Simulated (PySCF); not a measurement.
# [LaF2]+: structure and properties

Aim: find the relaxed shape of [LaF2]+, test it by its vibrations, and read charges and levels. The structure is generated, not taken from experiment.

Computed with PySCF 2.14.0. Level: PBE0, La def2-SVP with ECP46, F def2-SVP; scalar-relativistic core potentials, no spin–orbit coupling.

1 further run of the same task is left out (for a known fault of the program).

### 1 The starting structure

3 atoms, charge 1, spin multiplicity 1.

Bond lengths: La1–F2 2.184 Å, La1–F3 2.184 Å. Angles: F2–La1–F3 131.8°.

Geometry (Å):

```
La    0.0000    0.0000    0.0000
F     1.9938    0.0000    0.8923
F    -1.9938    0.0000    0.8923
```

Formal oxidation states: La +3.

### 2 SCF at the start, singlet

The input, run.py (the lines that set the calculation):

```python
mol = gto.M(atom='''
La     0.00000     0.00000     0.00000
F      1.99380     0.00000     0.89230
F     -1.99380     0.00000     0.89230''',
    basis={'La': 'def2-SVP', 'F': 'def2-SVP'},
    ecp={'La': 'def2-SVP'},
    charge=1, spin=0)
mf = dft.RKS(mol, xc='PBE0')
mf.grids.atom_grid = (50, 194)  # f atoms: unpruned, at least (60, 302)
mf = mf.density_fit()  # fitting sets: La def2-universal-JKFIT, F def2-universal-JKFIT
mf.conv_tol = 1e-08; mf.max_cycle = 55
mf.kernel(dm0)  # dm0: free metal ions and neutral atoms
```

Started as:

```bash
$ OMP_NUM_THREADS=2 python run.py
```

Standard output:

```text
init E= -230.576070929071
  HOMO = -0.700236063151064  LUMO = -0.273392588206178  gap/eV = 11.61500
cycle= 1 E= -230.5881872245  delta_E= -0.0121  |g|= 1.05  |ddm|= 1.46
  HOMO = -0.331485919840436  LUMO = -0.321683558673291  gap/eV = 0.26674
cycle= 2 E= -225.927202879263  delta_E= 4.66  |g|=  4.9  |ddm|=  3.5
  HOMO = -0.523480738333886  LUMO = -0.272099065463767  gap/eV = 6.84044
cycle= 3 E= -230.811647147262  delta_E= -4.88  |g|= 0.254  |ddm|=  2.9
  HOMO = -0.545688460283114  LUMO = -0.297641705599925  gap/eV = 6.74970
cycle= 4 E= -230.819803632356  delta_E= -0.00816  |g|= 0.0716  |ddm|= 0.199
  HOMO = -0.549346785144152  LUMO = -0.288368204298049  gap/eV = 7.10159
cycle= 5 E= -230.820992420468  delta_E= -0.00119  |g|= 0.0138  |ddm|= 0.0732
  HOMO = -0.5509293001448  LUMO = -0.287887642396821  gap/eV = 7.15773
cycle= 6 E= -230.82102748945  delta_E= -3.51e-05  |g|= 0.00198  |ddm|= 0.00842
  HOMO = -0.551188768239737  LUMO = -0.287943961517504  gap/eV = 7.16326
cycle= 7 E= -230.821028379081  delta_E= -8.9e-07  |g|= 0.000292  |ddm|= 0.00176
  HOMO = -0.551204657873912  LUMO = -0.287935837048169  gap/eV = 7.16391
cycle= 8 E= -230.821028398336  delta_E= -1.93e-08  |g|= 3.43e-05  |ddm|= 0.00026
  HOMO = -0.551200657947754  LUMO = -0.287936847955186  gap/eV = 7.16377
cycle= 9 E= -230.821028398528  delta_E= -1.92e-10  |g|= 9.74e-06  |ddm|= 2.47e-05
  HOMO = -0.55119778589036  LUMO = -0.287938052183694  gap/eV = 7.16366
Extra cycle  E= -230.821028398476  delta_E= 5.12e-11  |g|= 1.95e-05  |ddm|= 2.17e-05
converged SCF energy = -230.821028398476
```

Wall time 1.8 s (2 threads of Intel Xeon Platinum 8488C (Sapphire Rapids), shared host); peak memory 0.31 GiB.

Result: E = -230.821028 Eh, HOMO -15.00 eV, LUMO -7.84 eV, Mulliken charge on La1 +1.75 e. 

### 3 Relaxation, singlet

Steps are kept in the start's point group, C2v.

The input, run.py (the lines that set the calculation):

```python
mol = gto.M(atom='''
La     0.00000     0.00000    -0.19166
F      1.99380     0.00000     0.70064
F     -1.99380     0.00000     0.70064''',
    basis={'La': 'def2-SVP', 'F': 'def2-SVP'},
    ecp={'La': 'def2-SVP'},
    charge=1, spin=0)
mf = dft.RKS(mol, xc='PBE0')
mf.grids.atom_grid = (50, 194)  # f atoms: unpruned, at least (60, 302)
mf = mf.density_fit()  # fitting sets: La def2-universal-JKFIT, F def2-universal-JKFIT
mf.conv_tol = 1e-08; mf.max_cycle = 55
mf.kernel(dm0)  # dm0: an SCF of this state at this start
# quasi-Newton relaxation in Cartesian coordinates to a largest gradient under 0.00045 Eh/bohr, steps kept in the point group
```

Started as:

```bash
$ OMP_NUM_THREADS=2 python run.py
```

No log is kept here; the results follow.

Wall time 7.3 s (2 threads of Intel Xeon Platinum 8488C (Sapphire Rapids), shared host).

Step by step:

```tsv
step	energy from step 1 (eV)	largest force component (eV/Å)
1	0.0000	2.1658
2	-0.2796	0.6878
3	-0.3497	0.5556
4	-0.3907	0.1966
5	-0.4008	0.1873
6	-0.4018	0.0370
7	-0.4019	0.0004
```

Distances of close pairs at the start and the end, largest changes first:

```tsv
bond	before (Å)	after (Å)	change (Å)
La1–F2	2.184	2.061	-0.123
La1–F3	2.184	2.061	-0.123
```

It ends in C2v at E = -230.835798 Eh.

```xyz
3
charge 1, multiplicity 1
La    0.00000    0.00000   -0.39178
F     1.68103    0.00000    0.80070
F    -1.68103    0.00000    0.80070
```

### 4 The relaxed geometry turned into its symmetry frame

The input, run.py (the lines that set the calculation):

```python
mol = gto.M(atom='''
La     0.00000     0.00000    -0.25613
F      1.68103     0.00000     0.93635
F     -1.68103     0.00000     0.93635''',
    basis={'La': 'def2-SVP', 'F': 'def2-SVP'},
    ecp={'La': 'def2-SVP'},
    charge=1, spin=0)
mf = dft.RKS(mol, xc='PBE0')
mf.grids.atom_grid = (50, 194)  # f atoms: unpruned, at least (60, 302)
mf = mf.density_fit()  # fitting sets: La def2-universal-JKFIT, F def2-universal-JKFIT
mf.conv_tol = 1e-08; mf.max_cycle = 55
mf.kernel(dm0)  # dm0: free metal ions and neutral atoms
```

Started as:

```bash
$ OMP_NUM_THREADS=2 python run.py
```

Standard output:

```text
init E= -230.664838660414
  HOMO = -0.717476282280131  LUMO = -0.273190341310215  gap/eV = 12.08964
cycle= 1 E= -230.618219365731  delta_E= 0.0466  |g|= 1.03  |ddm|= 1.58
  HOMO = -0.354053699050247  LUMO = -0.304983276158357  gap/eV = 1.33527
cycle= 2 E= -228.243659490369  delta_E= 2.37  |g|= 3.73  |ddm|= 2.85
  HOMO = -0.555183596331278  LUMO = -0.261561607435371  gap/eV = 7.98986
cycle= 3 E= -230.832318940019  delta_E= -2.59  |g|= 0.153  |ddm|= 2.18
  HOMO = -0.568819818304335  LUMO = -0.277989127217167  gap/eV = 7.91391
cycle= 4 E= -230.835212325392  delta_E= -0.00289  |g|= 0.0489  |ddm|= 0.163
  HOMO = -0.571595564219033  LUMO = -0.272538810148041  gap/eV = 8.13775
cycle= 5 E= -230.835788578232  delta_E= -0.000576  |g|= 0.0071  |ddm|= 0.0546
  HOMO = -0.572424073771613  LUMO = -0.272297919885074  gap/eV = 8.16685
cycle= 6 E= -230.835797753634  delta_E= -9.18e-06  |g|= 0.000879  |ddm|= 0.00453
  HOMO = -0.572562933046135  LUMO = -0.27233892114453  gap/eV = 8.16951
cycle= 7 E= -230.835797953154  delta_E= -2e-07  |g|= 8.02e-05  |ddm|= 0.00105
  HOMO = -0.572567107994211  LUMO = -0.272345070220509  gap/eV = 8.16946
cycle= 8 E= -230.835797954794  delta_E= -1.64e-09  |g|= 2.12e-05  |ddm|= 0.000128
  HOMO = -0.57256043927081  LUMO = -0.272346755851477  gap/eV = 8.16923
Extra cycle  E= -230.835797954644  delta_E= 1.5e-10  |g|= 3.57e-05  |ddm|= 4.06e-05
converged SCF energy = -230.835797954644
```

Wall time 0.5 s (2 threads of Intel Xeon Platinum 8488C (Sapphire Rapids), shared host).

Result: E = -230.835798 Eh, HOMO -15.58 eV, LUMO -7.41 eV, Mulliken charge on La1 +1.66 e. 

### 5 Harmonic vibrations

run.py (the lines that set the calculation): that of step 4 with these lines changed.

```diff
@@ -10,3 +10,4 @@
 mf = mf.density_fit()  # fitting sets: La def2-universal-JKFIT, F def2-universal-JKFIT
-mf.conv_tol = 1e-08; mf.max_cycle = 55
-mf.kernel(dm0)  # dm0: free metal ions and neutral atoms
+mf.conv_tol = 1e-10; mf.max_cycle = 55
+mf.kernel(dm0)  # dm0: the density of the relaxed state
+# Hessian and dipole derivatives by central differences of gradients, 0.02 bohr
```

Started as:

```bash
$ OMP_NUM_THREADS=2 python run.py
```

The driver keeps no SCF log for this step, only its results.

Run time: 7.2 s. Hardware: 2 threads of Intel Xeon Platinum 8488C (Sapphire Rapids), shared host.

Point group C2v; negative numbers are unstable modes, and those under 60 cm⁻¹ are near the numerical noise:

```tsv
cm⁻¹	km/mol	symmetry
116	19.5	a1
651	165.8	b2
654	67.3	a1
```

### 6 Charges, bond orders and levels

The input, run.py (the lines that set the calculation):

```python
mol = gto.M(atom='''
La     0.00000     0.00000    -0.39178
F      1.68103     0.00000     0.80070
F     -1.68103     0.00000     0.80070''',
    basis={'La': 'def2-SVP', 'F': 'def2-SVP'},
    ecp={'La': 'def2-SVP'},
    charge=1, spin=0)
mf = dft.RKS(mol, xc='PBE0')
mf.grids.atom_grid = (75, 302)  # f atoms: unpruned, at least (60, 302)
mf = mf.density_fit()  # fitting sets: La def2-universal-JKFIT, F def2-universal-JKFIT
mf.conv_tol = 1e-09; mf.max_cycle = 55
mf.kernel(dm0)  # dm0: the density of the relaxed state
```

Started as:

```bash
$ OMP_NUM_THREADS=2 python run.py
```

Standard output:

```text
init E= -230.835744823079
  HOMO = -0.572560986653943  LUMO = -0.272337519856624  gap/eV = 8.16950
cycle= 1 E= -230.835744823307  delta_E= -2.28e-10  |g|= 2.02e-05  |ddm|= 7.2e-05
  HOMO = -0.572566516484039  LUMO = -0.272336289053631  gap/eV = 8.16968
Extra cycle  E= -230.835744823121  delta_E= 1.86e-10  |g|= 3.83e-05  |ddm|= 3.95e-05
converged SCF energy = -230.835744823121
```

Run time: 2.9 s. Hardware: 2 threads of Intel Xeon Platinum 8488C (Sapphire Rapids), shared host.

Read off: E = -230.835745 Eh, HOMO -15.58 eV, LUMO -7.41 eV, Mulliken charge on La1 +1.66 e, largest force component 0.021 eV/Å. 

Löwdin charges:

```tsv
atom	value (e)
La1	1.35
F2	-0.18
F3	-0.18
```

Mulliken charges: La1 +1.66, F2 -0.33, F3 -0.33 e.

Contacts (the nearest donor of each ligand) and Mayer bond orders:

```tsv
contact	distance (Å)	bond order
La1–F2 (F)	2.061	1.16
La1–F3 (F)	2.061	1.16
```

Mulliken populations of La1 outside the core potential: s 2.06, p 6.06, d 1.05, f 0.18.

The fields below are evaluated on a grid from the run's orbitals.

Frontier orbitals at PBE0, with the share of their density that lies nearest to each atom:

```tsv
orbital	energy (eV)	lies on
HOMO	-15.58	F2, F3 about 47 % each
LUMO	-7.41	La1 84 %; F2, F3 about 8 % each
```

ELF in a plane through or near 3 of the atoms.

Ten even steps from '0' (0.00) to '9' (0.89):
```
0000000000000000000000000000
0000000000000000000000000000
0000000000000000000000000000
0000000000000000000000000000
0000000111000000001110000000
0000012333310000133332100000
0000135788741001478875310000
0000257999851001599997520000
0000368966941111497599630000
0000368866835775387698630000
0000257898558998558997520000
0000024553284005823554200000
0000002221494005941222000000
0000000001598448961000000000
0000000001699999961000000000
0000000001478888741000000000
0000000000123333210000000000
0000000000000000000000000000
0000000000000000000000000000
0000000000000000000000000000
```
The map spans 8.6 Å across and 6.8 Å up, centred on the molecule. Atoms in the plane (x, y in Å): La1 (0.0, -0.8), F2 (-1.7, 0.4), F3 (1.7, 0.4).

log10 of the density (e/Å³) in the same plane.

Ten even steps from '0' (-4.0) to '9' (1.1):
```
0000000000000000000000000000
0000000000000000000000000000
0000000000000000000000000000
0000001122111001112211000000
0000123444332222334443210000
0001344555543333455554421000
0002456777655445567776542100
0012567888765555678887642100
0013567999876666789997653100
0013567999877777789987653100
0012467888878888778887642100
0001345666787667876665432000
0001234556787657876554321000
0000223455688778865543210000
0000112345677887765432110000
0000011234567777654321100000
0000001123445555433211000000
0000000112334444332110000000
0000000001122222211000000000
0000000000011111100000000000
```
The map spans 8.6 Å across and 6.8 Å up, centred on the molecule. Atoms in the plane (x, y in Å): La1 (0.0, -0.8), F2 (-1.7, 0.4), F3 (1.7, 0.4).

On the surface of density 0.002 e/bohr³ the electrostatic potential runs, from the 1st to the 99th percentile, from 1.82 V near F2 to 11.35 V near La1.

### 7 What came out

| quantity | value |
| --- | --- |
| state and point group | singlet, C2v |
| modes | 116 to 654 cm⁻¹, none unstable |
| strongest infrared band (modes within 1.5 cm⁻¹ summed) | 651 cm⁻¹ (166 km/mol) |
| zero-point energy | 0.088 eV |
| ideal gas, 298 K, 1 bar | S = 288.3, Cp = 49.1 J/(mol K) |
| metal–ligand contacts | 2.06 Å |
| frontier levels | HOMO -15.58 eV, LUMO -7.41 eV |
| dipole about the centre of mass | 6.63 D |
| mean polarisability | 3.4 Å³ |

All modes are real, so the structure is a minimum. The metal carries +1.35 e by Löwdin's partition against a formal +3, and bond orders to the nearest donors reach 1.16. Both measures hang on the basis. One start shape was tried, so another isomer may lie lower. These are double-zeta-type bases without diffuse functions. Spin–orbit coupling is left out.
